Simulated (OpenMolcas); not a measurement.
# KT3/ANO-RCC-VDZP (DKH2) run of CHBr2F (dibromofluoromethane)

We compute energy and gradient of CHBr2F (dibromofluoromethane). 

The calculation is run with OpenMolcas 26.06.

## (1) Starting point

The species is CHBr2F (5 atoms), meant as a singlet with charge 0. SMILES: `FC(Br)Br`. The shape is that of a GFN2-xTB optimisation.

Bond lengths: F1–C2 1.331 Å, C2–Br3 1.948 Å, C2–Br4 1.947 Å, C2–H5 1.094 Å. Angles: F1–C2–Br3 109.2°, F1–C2–Br4 109.2°, Br3–C2–Br4 111.0°, F1–C2–H5 109.9°, Br3–C2–H5 108.7°, Br4–C2–H5 108.9°.

## (2) Energy and gradient at KT3/ANO-RCC-VDZP (DKH2)

Input file job.input:

```
&GATEWAY
 COORD
 5
 bohr
 F     -1.13137903    -0.34587657     2.37457316
 C     -0.08976199     0.25252410     0.16514317
 Br     3.36720850    -1.00928383     0.07211195
 Br    -2.09589524    -1.20507835    -2.55284992
 H     -0.05017223     2.30773354    -0.05897835
 BASIS=ANO-RCC-VDZP
 GROUP=NoSym

&SEWARD
 GRIDINPUT
 Grid=SG1Grid
 End of Grid

&SCF
 KSDFT=KT3
 PRORBITALS=1 1

&ALASKA
```

Started as:

```
export MOLCAS_MEM=1860
pymolcas job.input > job.log
```

Q: Predict the results. Wanted: total energy; dipole moment; HOMO energy; LUMO energy; HOMO–LUMO gap; largest force on an atom.

Computed results:

Level: KT3/ANO-RCC-VDZP (DKH2).

```
                quantity           value
            total energy  -5371.76162 Eh
           dipole moment          1.12 D
             HOMO energy        -7.10 eV
             LUMO energy        -2.53 eV
           HOMO–LUMO gap         4.57 eV
largest force on an atom      0.674 eV/Å
```

In words: The largest force is 0.67 eV/Å: the shape isn't a stationary point for this species at this level.
